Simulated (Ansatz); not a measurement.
# TeF2 (SMILES F[Te]F): CCSDT/STO-3G

Aim: the electronic atomisation energy of TeF2 at CCSDT/STO-3G, from 3 runs. 

Program for the calculation: Ansatz 0.2.0.

49 further runs of the same task are left out: 14 that didn't finish, 35 set aside as unsound or not needed.

## 1. The molecule

TeF2: 3 atoms, total charge 0, spin state singlet. As SMILES, `F[Te]F`. Geometry: a GFN2-xTB relaxation, a rough one for these elements and not checked as a minimum.

Bond lengths: Te1–F2 1.957 Å, Te1–F3 1.957 Å. Angles: F2–Te1–F3 90.3°.

## 2. A single-point energy at CCSDT/STO-3G

job.yaml

```yaml
crystal:
  periodic: [false, false, false]
  atoms:
    - symbol: Te
      position_ang: [0.004940, -0.008070, -0.919920]
    - symbol: F
      position_ang: [1.385420, -0.017500, 0.467790]
    - symbol: F
      position_ang: [-1.390360, 0.025580, 0.452120]
basis:
  gaussian: {orbitals: STO-3G}
correlation: {method: ccsdt, frozen_orbitals: {F: 1, Te: 18}}
accuracy: high
scf: {omitted_lower_state_checks: [cluster_reference, increment]}
```

On the command line:

```console
$ ansatz run job.yaml --threads 1 --pin off --max-ram 2610MiB --events-out events.jsonl --progress --plain --runs-dir runs
```

Output, shortened:

```text
Warning: RAYON_NUM_THREADS=1 ignored (pool sized by the plan → 1); use --threads N
Functional definition: HF
  name "HF"
[...]
540 factors; integrals over basis functions are off by at most 3.9e-9 eV
[...]
mean field -183489.69839852 eV, -6743.1220423611 hartree, gradient 1.0e-8 eV, S^2 0.000000; 0 other end points of the search recorded, 0 dependent functions left out
20 core orbitals not correlated: weight in the atoms' cores, before any rotation towards them, 1.000 or more for the frozen orbitals, at most 0.000 for the correlated occupied ones
reference -183489.69839852 eV, -6743.1220423611 hartree; 15, 15 occupied and 2, 2 virtual orbitals, 540 factors
second order -1.58911484 eV of doubles, -0.00000000 eV of singles
cycle   1  -1.97967274 eV  change   -3.9e-1 eV  update   8.6e-2
[...]
cycle  28  -2.38390010 eV  change    2.0e-9 eV  update   1.5e-9
Total energy: -183492.08229863 eV, -6743.2096490740 hartree
Checks for a lower state left out: cluster_reference, increment
```

Wall time 0.89 s (1 thread of Arm Neoverse V1, shared host).

## 3. The F atom

in.yaml

```yaml
crystal:
  periodic: [false, false, false]
  atoms:
    - {symbol: F, position_ang: [0.000000, 0.000000, 0.000000]}
basis:
  gaussian: {orbitals: STO-3G}
magnetization: {spin_polarized: true, initial_magnetization: 1}
correlation: {method: ccsdt, frozen_orbitals: {F: 1}}
accuracy: high
scf: {omitted_lower_state_checks: [cluster_reference, increment]}
```

Run the same way, it converges to -97.98651 Eh (log not shown).

## 4. The Te atom, same level

job.yaml

```yaml
basis:
  gaussian: {orbitals: STO-3G}
crystal:
  periodic: [false, false, false]
  atoms:
    - symbol: Te
      position_ang: [0.000000, 0.000000, 0.000000]
magnetization: {spin_polarized: true, initial_magnetization: 2}
correlation: {method: ccsdt, frozen_orbitals: {Te: 18}}
accuracy: high
scf: {omitted_lower_state_checks: [cluster_reference, increment]}
```

On the command line:

```console
$ ansatz run job.yaml --threads 1 --pin off --max-ram 2610MiB --events-out events.jsonl --progress --plain --runs-dir runs
```

Output, shortened:

```text
Warning: RAYON_NUM_THREADS=1 ignored (pool sized by the plan → 1); use --threads N
[... 2 set-up lines as earlier in the session ...]
[...]
251 factors; integrals over basis functions are off by at most 4.0e-9 eV
[...]
mean field -178156.27521310 eV, -6547.1223554208 hartree, gradient 1.9e-9 eV, S^2 2.000000; 3 other end points of the search recorded, 0 dependent functions left out
18 core orbitals not correlated: weight in the atoms' cores, before any rotation towards them, 1.000 or more for the frozen orbitals, at most 0.000 for the correlated occupied ones
reference -178156.27521310 eV, -6547.1223554208 hartree; 9, 7 occupied and 0, 2 virtual orbitals, 251 factors
second order -0.00014635 eV of doubles, 0.00000000 eV of singles
cycle   1  -0.00016397 eV  change   -1.8e-5 eV  update   1.5e-4
[...]
cycle   5  -0.00016638 eV  change   6.4e-12 eV  update  5.5e-11
Total energy: -178156.27537948 eV, -6547.1223615351 hartree
Checks for a lower state left out: cluster_reference, increment
```

It took 0.34 s on 1 thread of Arm Neoverse V1, shared host.

## 5. Outcome

At CCSDT/STO-3G, 20 core orbitals frozen:

| quantity | value |
| --- | --- |
| molecule: total energy | -6743.20965 Eh |
| molecule: correlation energy (20 core orbitals frozen) | -87.6 mEh |
| molecule: T1 diagnostic | 0.013 |
| F atom: total energy | -97.98651 Eh |
| F atom: correlation energy (1 core orbital frozen) | 0.0 mEh |
| F atom: ⟨S²⟩ of the reference determinant | 0.750 |
| F atom: T1 diagnostic | 0.000 |
| Te atom: total energy | -6547.12236 Eh |
| Te atom: correlation energy (18 core orbitals frozen) | 0.0 mEh |
| Te atom: ⟨S²⟩ of the reference determinant | 2.000 |
| Te atom: T1 diagnostic | 0.000 |
| electronic atomisation energy | 3.110 eV |

Taking the molecule apart into free atoms costs 3.11 eV (72 kcal/mol), before zero-point energy and without spin-orbit coupling. In a minimal basis such a difference can be off by several eV, whatever the method. Relativity is left out (molecule) although the molecule holds a heavy atom. Relativity is left out (Te atom) although the molecule holds a heavy atom.
